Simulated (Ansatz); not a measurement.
# TmH2W: the cost of one run

Program: Ansatz 0.2.0. Level of theory: DFT PBE, scalar-relativistic, plane waves, PAW; 4f electrons in the core of a trivalent norm-conserving potential. These are calculated values, not measurements.

## Step 1: The system as given

It takes space group P6/mmm (No. 191, hexagonal). Conventional cell: a = 3.395 Å, b = 3.395 Å, c = 5.969 Å, α = 90.00°, β = 90.00°, γ = 120.00°. Tm (site symmetry 6/mmm) has 2 W at 2.98 Å and 6 Tm at 3.40 Å in its first shell of neighbours. H (site symmetry -6m2) is surrounded by 3 W at 1.96 Å and 3 H at 1.96 Å. W (site symmetry 6/mmm) has 6 H at 1.96 Å in its first shell of neighbours.

Coordinates:

```xyz
4
Lattice="3.3952 0.0000 0.0000 -1.6976 2.9403 0.0000 0.0000 0.0000 5.9687" Properties=species:S:1:pos:R:3 pbc="T T T"
Tm    0.0000    0.0000    2.9844
H     0.0000    1.9602    0.0000
H     1.6976    0.9801    0.0000
W     0.0000    0.0000    0.0000
```

A structure generator made this guess: random cell by space group and Wyckoff sites (P6/mmm, No. 191). The dimensions are guesses.

## Step 2: A first look at the guess

Contents of input.yaml:

```yaml
crystal:
  lattice:
    - [3.39521162, 0.0, 0.0]
    - [-1.69760581, 2.94033952, 0.0]
    - [0.0, 0.0, 5.96873193]
  atoms:
    - { symbol: Tm, position: [0.0, 0.0, 0.5] }
    - { symbol: H, position: [0.33333333, 0.66666667, 0.0] }
    - { symbol: H, position: [0.66666667, 0.33333333, 0.0] }
    - { symbol: W, position: [0.0, 0.0, 0.0] }
basis:
  ecutwfc: 690
kpoints:
  mp_grid: { grid: [6, 6, 4] }
hamiltonian:
  xc: pbe
  pseudopotentials:
    kind: paw
    azcp: { Tm: "pseudopotentials/pbe/nc/lanthanide_3plus/Tm.nc.azcp" }
scf:
  occupations: { method: gaussian, width: 0.1 }
  lower_state_search: "off"
output:
  forces: true
  stress: true
  eigenvalues: true
```

Command:

```console
$ ansatz run input.yaml --threads 1 --pin off --max-ram 2560MiB --backend cpu --events-out ev --progress --plain --runs-dir out
```

What time and memory should one allow on 1 thread of AMD EPYC (Zen 3), shared host?

About 5.8 s, with a peak of 0.37 GiB.
